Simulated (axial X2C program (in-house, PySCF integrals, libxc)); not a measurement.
# All-electron X2C curves of BrMn⁺

Aim: find the lowest determinant of BrMn⁺, scan the bond at several levels and fit the constants, once spin-free and once with spin–orbit coupling.

Program: an in-house X2C program for linear molecules on PySCF integrals. Level of theory: all-electron X2C, Br dyall-cv3z, Mn dyall-cv3z. These are calculated values, not measurements.

## 1. The job

Input file task.json:

```json
{
 "zs": [
  35,
  25
 ],
 "q": 1,
 "bas": [
  "dyall-cv3z",
  "dyall-cv3z"
 ],
 "levels": [
  "PBE0",
  "HF",
  "PW91"
 ],
 "cc": true,
 "r0": 2.33,
 "thr": -2.0,
 "nmax": 90,
 "npts": 10,
 "nst": 2,
 "ntry": 6
}
```

Keys: zs atomic numbers; q charge; bas basis sets; levels methods (HF also brings MP2); cc coupled cluster on or off; r0 starting distance in Å; thr threshold in hartree for freezing inner shells (an s shell follows its p shell); nmax most natural virtual spinors; npts points asked for on the curve; nst determinants followed; ntry starts of the search.

Command:

```sh
python so2c.py task.json out
```

Spin-free means the one-electron spin-free X2C Hamiltonian; two-component (2c) means X2C with spin–orbit coupling and atomic mean-field two-electron Coulomb and Gaunt terms. Basis: Br dyall-cv3z contracted to [8s9p6d4f1g], Mn dyall-cv3z contracted to [9s10p6d3f2g]; Gaussian nuclei, density fitting. Masses: Br 78.918 u, Mn 54.938 u.

Notation: σ, π±, δ± give the projection m of an orbital's angular momentum (0, ±1, ±2), α and β its spin, Λ and M_S the sums; ω is the projection of a spinor's total angular momentum and Ω the sum. Logs are in hartree.

The results follow Hamiltonian by Hamiltonian and level by level.

## 2. Search for the lowest determinant

PBE0 moves the distance from 2.330 Å to 2.236 Å and compares determinants there.

Spin-free determinants:

```json
{"ΔE (eV)": "0.00", "state": "M_S = 5/2, Λ = 0", "open shells": "beyond closed shells: σα, π+α, π-α, δ+α, δ-α"}
{"ΔE (eV)": "2.56", "state": "M_S = 3/2, Λ = 2", "open shells": "beyond closed shells: σα, π+α, π+β, δ+α, δ-α"}
{"ΔE (eV)": "2.56", "state": "M_S = 3/2, Λ = 0", "open shells": "beyond closed shells: σα, π+β, π-α, δ+α, δ-α"}
{"ΔE (eV)": "2.73", "state": "M_S = 3/2, Λ = 1", "open shells": "beyond closed shells: π+α, δ+α, δ-α"}
{"ΔE (eV)": "2.89", "state": "M_S = 5/2, Λ = 1", "open shells": "beyond closed shells: 2 × σα, π+α, δ+α, δ-α"}
{"ΔE (eV)": "3.06", "state": "M_S = 3/2, Λ = 3", "open shells": "beyond closed shells: σα, π+α, δ+α, δ+β, δ-α"}
{"ΔE (eV)": "3.06", "state": "M_S = 3/2, Λ = 1", "open shells": "beyond closed shells: σα, π-α, δ+α, δ+β, δ-α"}
```

Two-component determinants:

```tsv
ΔE (eV)	state	open shells
0.00	Ω = 5/2	excess of +ω over −ω: ω = 5/2
2.04	Ω = 3/2	excess of +ω over −ω: 2 × ω = -1/2, ω = 5/2
2.45	Ω = 3/2	excess of +ω over −ω: ω = 1/2, ω = -3/2, ω = 5/2
2.51	Ω = 1/2	excess of +ω over −ω: 2 × ω = 3/2, ω = -5/2
2.61	Ω = 7/2	excess of +ω over −ω: 2 × ω = 1/2, ω = 5/2
2.62	Ω = 1/2	excess of +ω over −ω: ω = -1/2, ω = -3/2, ω = 5/2
2.67	Ω = 3/2	excess of +ω over −ω: ω = 1/2, ω = -3/2, ω = 5/2
```

## 3. PBE0, spin-free

State followed: M_S = 5/2, Λ = 0 (beyond closed shells: σα, π+α, π-α, δ+α, δ-α). The scan is laid around 2.236 Å, a first estimate of the minimum, and this SCF restarts from the orbitals of the search.

The SCF at the reference distance of 2.236 Å:

```text
spin-free X2C-1e  PBE0
basis functions 210  fitting functions 1174  grid points 5803
iter        total energy     max residual
   1      -3764.206739845     2.46e-05
   2      -3764.206739795     6.56e-05
   3      -3764.206739876     7.21e-06
   4      -3764.206739878     2.72e-06
converged
one-electron -5619.67501274  Coulomb 1793.36185731  exact exchange -35.61166647  xc functional -109.36155105  nuclear repulsion 207.07963307
```

Along the bond, energies from the lowest point:

```tsv
R (Å)	E (eV)	μ (D)	HOMO (eV)	LUMO (eV)	iterations
1.945	0.9711	6.49	-14.05	-8.92	11
2.035	0.4019	7.01	-13.96	-9.15	11
2.102	0.1590	7.40	-13.86	-9.30	11
2.169	0.0339	7.77	-13.75	-9.45	11
2.236	0.0000	8.13	-13.62	-9.59	4
2.314	0.0470	8.53	-13.47	-9.75	11
2.393	0.1617	8.90	-13.32	-9.89	11
2.493	0.3758	9.34	-13.14	-10.05	11
2.616	0.6958	9.79	-12.95	-10.23	11
2.795	1.1931	10.20	-12.74	-10.42	12
```

Dipoles are positive if Mn is the positive end and refer to the centre of mass.

Outer orbitals at the reference distance:

```
symmetry  occupied  ε (eV)              atomic character
      σα       yes  -27.28    80% Br s, 8% Mn p, 7% Mn d
      σβ       yes  -27.18    81% Br s, 8% Mn p, 6% Mn d
      σα       yes  -18.01   84% Mn d, 12% Br p, 3% Br s
     π-α       yes  -17.95             96% Mn d, 3% Br p
     π+α       yes  -17.95             96% Mn d, 3% Br p
     δ-α       yes  -17.88                     100% Mn d
     δ+α       yes  -17.88                     100% Mn d
      σβ       yes  -15.44   75% Br p, 10% Mn d, 8% Mn s
      σα       yes  -14.78  59% Br p, 26% Mn s, 10% Mn d
     π-β       yes  -13.86   82% Br p, 13% Mn d, 4% Mn p
     π+β       yes  -13.86   82% Br p, 13% Mn d, 4% Mn p
     π-α       yes  -13.62    87% Br p, 7% Mn d, 6% Mn p
     π+α       yes  -13.62    87% Br p, 7% Mn d, 6% Mn p
      σα        no   -9.59  53% Mn s, 30% Mn p, 13% Br p
      σβ        no   -8.75   50% Mn s, 45% Mn d, 2% Br p
     π+β        no   -8.33             88% Mn d, 9% Br p
     π-β        no   -8.33             88% Mn d, 9% Br p
```

PBE0 fields in the half plane through the axis: z from -2.4 to 4.5 Å across, distance from the axis 0.15 to 2.25 Å upwards; Br lies at z = 0 and Mn at z = 2.236 Å; the ELF is damped to zero where the density is low.

log10 density (e/bohr³). Ten even steps from ' ' (-5.35 ) to '@' (1.44 ):
```
  ....::::::--------------::::::::::::....      
....::::--------====----------------::::....    
..::::----========================------::....  
..::----====++++++++++++==============----::....
::::--====++++******++++++++++++++++====--::::..
::----==++++************++++********++==----::..
::----==++****##%%##********##%%%%##**++==--::..
::--====++**##%%@@%%##******%%@@%%%%**++==--::..
```

ELF. Ten even steps from ' ' (0.00 ) to '@' (0.85 ):
```
              ........                          
          ..----==----::........                
        ::==++**##**++==--::::......            
      ::==**%%@@@@%%##**==::........            
    ..--**%%@@@@@@@@@@%%++::..::::::..          
    ..==##@@@@##**##%%%%++..::++++==::          
    ::++%%@@++::==::++%%==::##@@@@##--..        
    ::**%%%%::%%::%%::%%==--@@::::@@++..        
```

Re = 2.232 Å, ωe = 362 cm⁻¹, ωexe = 0.931 cm⁻¹, Be = 0.1045 cm⁻¹, De = 2.68 eV, μ = 8.11 D.

## 4. HF, spin-free

Output at 2.236 Å:

```text
spin-free X2C-1e  HF
basis functions 210  fitting functions 1174  grid points 5803
iter        total energy     max residual
   1      -3761.680188233     1.91e-01
   2      -3761.723653075     1.69e-02
   3      -3761.728101312     6.08e-03
   4      -3761.729012969     3.68e-03
   5      -3761.729390733     1.23e-03
   6      -3761.729447648     5.63e-04
   7      -3761.729458054     2.11e-04
   8      -3761.729459725     5.04e-05
   9      -3761.729459903     2.02e-05
  10      -3761.729459945     6.44e-06
  11      -3761.729459952     5.05e-06
  12      -3761.729459953     2.78e-06
converged
one-electron -5620.05520582  Coulomb 1793.89293592  exact exchange -142.64682312  xc functional 0.00000000  nuclear repulsion 207.07963307
```

No constants are quoted: the solution changes its character somewhere along the scan, so the fit is set aside.

## 5. PW91, spin-free

Output at 2.236 Å:

```text
spin-free X2C-1e  PW91
basis functions 210  fitting functions 1174  grid points 5803
iter        total energy     max residual
   1      -3764.993199167     9.48e-02
   2      -3764.971984626     4.58e-02
   3      -3764.824708219     1.48e-01
   4      -3764.995845254     1.74e-02
   5      -3765.002016734     6.99e-03
   6      -3765.003267683     3.36e-03
   7      -3765.003388269     3.86e-04
   8      -3765.003389772     2.17e-04
   9      -3765.003390188     2.28e-05
  10      -3765.003390191     1.22e-05
  11      -3765.003390194     1.31e-06
  12      -3765.003390194     2.62e-07
converged
one-electron -5619.50064193  Coulomb 1793.14699674  exact exchange 0.00000000  xc functional -145.72937808  nuclear repulsion 207.07963307
```

Re = 2.218 Å, ωe = 358 cm⁻¹, ωexe = 0.98 cm⁻¹, Be = 0.1058 cm⁻¹, De = 3.20 eV, μ = 6.88 D.

## 6. MP2 and beyond, spin-free

Correlated methods: 13 electrons correlated (frozen shells, counted by type: Br 3 s, 2 p, 1 d; Mn 3 s, 2 p), 277 virtual spinors in MP2, 90 natural virtuals in coupled cluster.

Output of the correlated part at 2.236 Å:

```text
correlated 13  virtual 277  natural virtual 90  E(MP2) -0.273958785  MP2 remainder -0.012960948
iter   CCSD correlation   residual
   1     -0.274817718   8.79e-02
   2     -0.279932212   3.77e-02
   3     -0.281798141   1.89e-02
   4     -0.282066303   9.09e-03
   5     -0.282218333   3.43e-03
   6     -0.282252873   1.40e-03
   7     -0.282250739   4.89e-04
   8     -0.282253412   1.70e-04
   9     -0.282250691   6.40e-05
  10     -0.282251154   2.53e-05
  11     -0.282250967   8.41e-06
  12     -0.282251073   3.38e-06
  13     -0.282251074   1.29e-06
(T) -0.009783303  T1 0.0268  D1 0.0523  max T2 0.045
```

T1 in the output is the amplitude norm over the root of the electron number; divide by √2 for the Lee–Taylor value.

MP2: No constants are quoted: the reference changes its character somewhere along the scan, so the fit is set aside.

CCSD: No constants are quoted: the reference changes its character somewhere along the scan, so the fit is set aside.

CCSD(T): No constants are quoted: the reference changes its character somewhere along the scan, so the fit is set aside.

## 7. The spin-free curves together

Energy (eV) of the followed determinant, spin-free, from each level's lowest point:

```tsv
R (Å)	PBE0	HF (jumps)	MP2 (its reference jumps)	CCSD (its reference jumps)	CCSD(T) (its reference jumps)	PW91
1.945	0.971	1.681	1.227	n/a	n/a	0.856
2.035	0.402	0.860	0.562	0.562	0.551	0.335
2.102	0.159	0.461	0.257	0.257	0.251	0.120
2.169	0.034	0.204	0.079	0.079	0.077	0.018
2.236	0.000	0.059	0.000	0.000	0.000	0.000
2.314	0.047	0.000	0.005	0.003	0.005	0.059
2.393	0.162	0.029	0.088	0.083	0.086	0.180
2.493	0.376	0.157	0.278	0.263	0.267	0.396
2.616	0.696	0.393	0.610	n/a	n/a	0.711
2.795	1.193	0.725	1.258	n/a	n/a	1.203
```

## 8. PBE0, 2c

State followed: Ω = 5/2 (excess of +ω over −ω: ω = 5/2). The scan is laid around 2.236 Å, a first estimate of the minimum, and this SCF restarts from the orbitals of the search.

The SCF at the reference distance of 2.236 Å:

```text
two-component X2C + atomic mean field  PBE0
basis functions 210  fitting functions 1174  grid points 5803
iter        total energy     max residual
   1      -3763.012023610     1.54e-05
   2      -3763.012023614     8.92e-06
   3      -3763.012023615     7.13e-06
converged
one-electron -5616.60206816  Coulomb 1792.72651797  exact exchange -35.59890174  xc functional -109.32248090  nuclear repulsion 207.07963307  atomic mean-field constant -1.29472386
```

Along the bond, energies from the lowest point:

```tsv
R (Å)	E (eV)	μ (D)	HOMO (eV)	LUMO (eV)	iterations
1.945	0.9781	6.47	-13.91	-8.91	11
2.035	0.4067	7.00	-13.81	-9.14	11
2.102	0.1622	7.38	-13.71	-9.29	11
2.169	0.0356	7.75	-13.60	-9.44	11
2.236	0.0000	8.10	-13.47	-9.58	3
2.314	0.0451	8.50	-13.32	-9.73	11
2.393	0.1575	8.86	-13.17	-9.87	11
2.493	0.3684	9.29	-13.00	-10.04	11
2.616	0.6830	9.70	-12.81	-10.21	11
2.795	1.1671	10.00	-12.65	-10.39	14
```

Dipoles are positive if Mn is the positive end and refer to the centre of mass.

Outer spinors at the reference distance:

```json
{"ω": "1/2", "occupied": "yes", "ε (eV)": "-27.29", "atomic character": "80% Br s, 8% Mn p, 7% Mn d", "λ mixture": "100% σ"}
{"ω": "-1/2", "occupied": "yes", "ε (eV)": "-27.19", "atomic character": "81% Br s, 8% Mn p, 6% Mn d", "λ mixture": "100% σ"}
{"ω": "1/2", "occupied": "yes", "ε (eV)": "-18.01", "atomic character": "84% Mn d, 12% Br p, 3% Br s", "λ mixture": "100% σ"}
{"ω": "-1/2", "occupied": "yes", "ε (eV)": "-17.97", "atomic character": "96% Mn d, 4% Br p", "λ mixture": "100% π"}
{"ω": "3/2", "occupied": "yes", "ε (eV)": "-17.92", "atomic character": "96% Mn d, 3% Br p", "λ mixture": "100% π"}
{"ω": "-3/2", "occupied": "yes", "ε (eV)": "-17.92", "atomic character": "100% Mn d", "λ mixture": "100% δ"}
{"ω": "5/2", "occupied": "yes", "ε (eV)": "-17.83", "atomic character": "100% Mn d", "λ mixture": "100% δ"}
{"ω": "-1/2", "occupied": "yes", "ε (eV)": "-15.47", "atomic character": "75% Br p, 10% Mn d, 8% Mn s", "λ mixture": "98% σ, 2% π"}
{"ω": "1/2", "occupied": "yes", "ε (eV)": "-14.82", "atomic character": "61% Br p, 24% Mn s, 11% Mn d", "λ mixture": "95% σ, 5% π"}
{"ω": "1/2", "occupied": "yes", "ε (eV)": "-13.98", "atomic character": "82% Br p, 12% Mn d, 4% Mn p", "λ mixture": "95% π, 5% σ"}
{"ω": "-1/2", "occupied": "yes", "ε (eV)": "-13.76", "atomic character": "87% Br p, 7% Mn d, 6% Mn p", "λ mixture": "98% π, 2% σ"}
{"ω": "-3/2", "occupied": "yes", "ε (eV)": "-13.72", "atomic character": "82% Br p, 14% Mn d, 4% Mn p", "λ mixture": "100% π"}
{"ω": "3/2", "occupied": "yes", "ε (eV)": "-13.47", "atomic character": "87% Br p, 7% Mn d, 6% Mn p", "λ mixture": "100% π"}
{"ω": "1/2", "occupied": "no", "ε (eV)": "-9.58", "atomic character": "53% Mn s, 30% Mn p, 13% Br p", "λ mixture": "100% σ"}
{"ω": "-1/2", "occupied": "no", "ε (eV)": "-8.75", "atomic character": "50% Mn s, 45% Mn d, 2% Br p", "λ mixture": "100% σ"}
{"ω": "3/2", "occupied": "no", "ε (eV)": "-8.35", "atomic character": "100% Mn d", "λ mixture": "100% δ"}
{"ω": "1/2", "occupied": "no", "ε (eV)": "-8.35", "atomic character": "88% Mn d, 8% Br p", "λ mixture": "100% π"}
```

PBE0 fields in the half plane through the axis: z from -2.4 to 4.5 Å across, distance from the axis 0.15 to 2.25 Å upwards; Br lies at z = 0 and Mn at z = 2.236 Å; the ELF is damped to zero where the density is low.

log10 density (e/bohr³). Ten even steps from '0' (-5.34 ) to '9' (1.44 ):
```
011222333333322222211000
012233334433333333221100
112334444444444433332110
123344555555444444433211
223445566655555555443221
223455666666556666543321
233456678766667887654321
234456789876668988654321
```

ELF. Ten even steps from '0' (0.00 ) to '9' (0.85 ):
```
000000011110000000000000
000001334332111100000000
000024567654322111000000
000246899876421111100000
001368999998521222100000
001479976788512554200000
002589524258427997310000
002688282828439229510000
```

Re = 2.234 Å, ωe = 361 cm⁻¹, ωexe = 0.949 cm⁻¹, Be = 0.1043 cm⁻¹, De = 2.58 eV, μ = 8.09 D.

## 9. HF, 2c

Output at 2.236 Å:

```text
two-component X2C + atomic mean field  HF
basis functions 210  fitting functions 1174  grid points 5803
iter        total energy     max residual
   1      -3760.486247940     1.91e-01
   2      -3760.529713049     1.69e-02
   3      -3760.534183812     6.09e-03
   4      -3760.535101712     3.69e-03
   5      -3760.535485037     1.22e-03
   6      -3760.535543029     5.57e-04
   7      -3760.535553685     2.08e-04
   8      -3760.535555447     5.24e-05
   9      -3760.535555653     2.49e-05
  10      -3760.535555710     2.00e-05
  11      -3760.535555723     1.57e-05
  12      -3760.535555727     1.18e-05
  13      -3760.535555729     8.03e-06
  14      -3760.535555730     4.80e-06
  15      -3760.535555730     2.29e-06
converged
one-electron -5616.97651424  Coulomb 1793.25175213  exact exchange -142.59570283  xc functional 0.00000000  nuclear repulsion 207.07963307  atomic mean-field constant -1.29472386
```

No constants are quoted: the solution changes its character somewhere along the scan, so the fit is set aside.

## 10. PW91, 2c

Output at 2.236 Å:

```text
two-component X2C + atomic mean field  PW91
basis functions 210  fitting functions 1174  grid points 5803
iter        total energy     max residual
   1      -3763.797850361     9.47e-02
   2      -3763.776629067     4.58e-02
   3      -3763.628836346     1.49e-01
   4      -3763.800479407     1.75e-02
   5      -3763.806658292     7.17e-03
   6      -3763.807912265     3.35e-03
   7      -3763.808031842     3.88e-04
   8      -3763.808033366     2.17e-04
   9      -3763.808033780     2.30e-05
  10      -3763.808033783     1.23e-05
  11      -3763.808033787     1.33e-06
  12      -3763.808033787     2.58e-07
converged
one-electron -5616.43088485  Coulomb 1792.51493710  exact exchange 0.00000000  xc functional -145.67699525  nuclear repulsion 207.07963307  atomic mean-field constant -1.29472386
```

Re = 2.220 Å, ωe = 357 cm⁻¹, ωexe = 0.991 cm⁻¹, Be = 0.1056 cm⁻¹, De = 3.09 eV, μ = 6.86 D.

## 11. Correlated methods, 2c

Correlated methods: 13 electrons correlated (frozen shells, counted by type: Br 3 s, 2 p, 1 d; Mn 3 s, 2 p), 277 virtual spinors in MP2, 90 natural virtuals in coupled cluster.

Output of the correlated part at 2.236 Å:

```text
correlated 13  virtual 277  natural virtual 90  E(MP2) -0.273879983  MP2 remainder -0.012970252
iter   CCSD correlation   residual
   1     -0.274744093   8.78e-02
   2     -0.279862652   3.77e-02
   3     -0.281725025   1.89e-02
   4     -0.281994311   9.10e-03
   5     -0.282147201   3.44e-03
   6     -0.282181704   1.41e-03
   7     -0.282179621   4.93e-04
   8     -0.282182308   1.72e-04
   9     -0.282179562   6.58e-05
  10     -0.282180032   2.64e-05
  11     -0.282179840   9.10e-06
  12     -0.282179950   3.83e-06
  13     -0.282179951   1.66e-06
(T) -0.009775339  T1 0.0268  D1 0.0524  max T2 0.046
```

MP2: No constants are quoted: the reference changes its character somewhere along the scan, so the fit is set aside.

CCSD: No constants are quoted: the reference changes its character somewhere along the scan, so the fit is set aside.

CCSD(T): No constants are quoted: the reference changes its character somewhere along the scan, so the fit is set aside.

## 12. A higher determinant, 2c

State: Ω = 3/2 (excess of +ω over −ω: 2 × ω = -1/2, ω = 5/2).

Output at the reference distance:

```text
two-component X2C + atomic mean field  PBE0
basis functions 210  fitting functions 1174  grid points 5803
iter        total energy     max residual
   1      -3762.937018851     2.95e-05
   2      -3762.937018863     3.25e-05
   3      -3762.937018875     1.43e-05
   4      -3762.937018880     8.26e-06
   5      -3762.937018882     2.66e-06
   6      -3762.937018882     1.30e-06
converged
one-electron -5616.66058771  Coulomb 1792.77865815  exact exchange -35.56860871  xc functional -109.27138983  nuclear repulsion 207.07963307  atomic mean-field constant -1.29472386
```

```tsv
R (Å)	E above the lowest PBE0 point (eV)
1.945	2.839
2.035	2.337
2.102	2.136
2.169	2.046
2.236	2.041
2.314	2.114
2.393	2.248
2.493	2.478
2.616	2.800
```

Re = 2.207 Å, ωe = 366 cm⁻¹, ωexe = 0.973 cm⁻¹, Be = 0.1069 cm⁻¹, μ = 7.68 D. Te = 2.03 eV.

## 13. The 2c curves together

Energy (eV) of the followed determinant, 2c, from each level's lowest point:

```tsv
R (Å)	PBE0	HF (jumps)	MP2 (its reference jumps)	CCSD (its reference jumps)	CCSD(T) (its reference jumps)	PW91
1.945	0.978	1.690	1.234	n/a	n/a	0.863
2.035	0.407	0.867	0.567	0.566	0.555	0.340
2.102	0.162	0.466	0.260	0.260	0.254	0.124
2.169	0.036	0.207	0.080	0.081	0.078	0.019
2.236	0.000	0.061	0.000	0.000	0.000	0.000
2.314	0.045	0.000	0.003	0.001	0.003	0.057
2.393	0.158	0.027	0.085	0.079	0.082	0.176
2.493	0.368	0.152	0.273	0.257	0.261	0.389
2.616	0.683	0.381	0.609	n/a	n/a	0.700
2.795	1.167	0.675	1.290	n/a	n/a	1.184
```

Time for the job: 3.4 min (1 thread of Arm Neoverse V2, shared host).

## 14. Results

Lowest determinant that the search found at its distance, spin-free: M_S = 5/2, Λ = 0 (beyond closed shells: σα, π+α, π-α, δ+α, δ-α).

Lowest determinant that the search found at its distance, 2c: Ω = 5/2 (excess of +ω over −ω: ω = 5/2).

| Hamiltonian | level | Re (Å) | ωe (cm⁻¹) | De (eV) | μ (D) |
| --- | --- | --- | --- | --- | --- |
| spin-free | PBE0 | 2.232 | 362 | 2.68 | 8.11 |
| spin-free | PW91 | 2.218 | 358 | 3.20 | 6.88 |
| 2c | PBE0 | 2.234 | 361 | 2.58 | 8.09 |
| 2c | PW91 | 2.220 | 357 | 3.09 | 6.86 |

Dipoles are positive if Mn is the positive end and refer to the centre of mass. No constants: spin-free HF (the solution changes its character somewhere along the scan, so the fit is set aside); spin-free MP2 (the reference changes its character somewhere along the scan, so the fit is set aside); spin-free CCSD (the reference changes its character somewhere along the scan, so the fit is set aside); spin-free CCSD(T) (the reference changes its character somewhere along the scan, so the fit is set aside); 2c HF (the solution changes its character somewhere along the scan, so the fit is set aside); 2c MP2 (the reference changes its character somewhere along the scan, so the fit is set aside); 2c CCSD (the reference changes its character somewhere along the scan, so the fit is set aside); 2c CCSD(T) (the reference changes its character somewhere along the scan, so the fit is set aside).

Time per point (s) on 1 thread of Arm Neoverse V2, shared host (2c runs); the times are rough: PBE0 0.78, PW91 0.42.

In words: At PBE0, going from spin-free to two-component changes Re by +2 mÅ, ωe by -0.4 %, which is small (part of it comes from the scalar share of the two-electron terms). De moves by -0.10 eV; both De rest on single-determinant atoms, which can miss part of an open shell's spin–orbit lowering.

De refers to Br + Mn+, each in the lowest determinant found, which need not be this curve's own limit. The state is a single determinant with fixed occupations, the lowest that a limited PBE0 search found. De is counted from the lowest determinant-based energies of the atoms at the same level, without counterpoise correction. Density functionals use the spin component along the axis (collinear). With several unpaired electrons one determinant need not be a pure state.
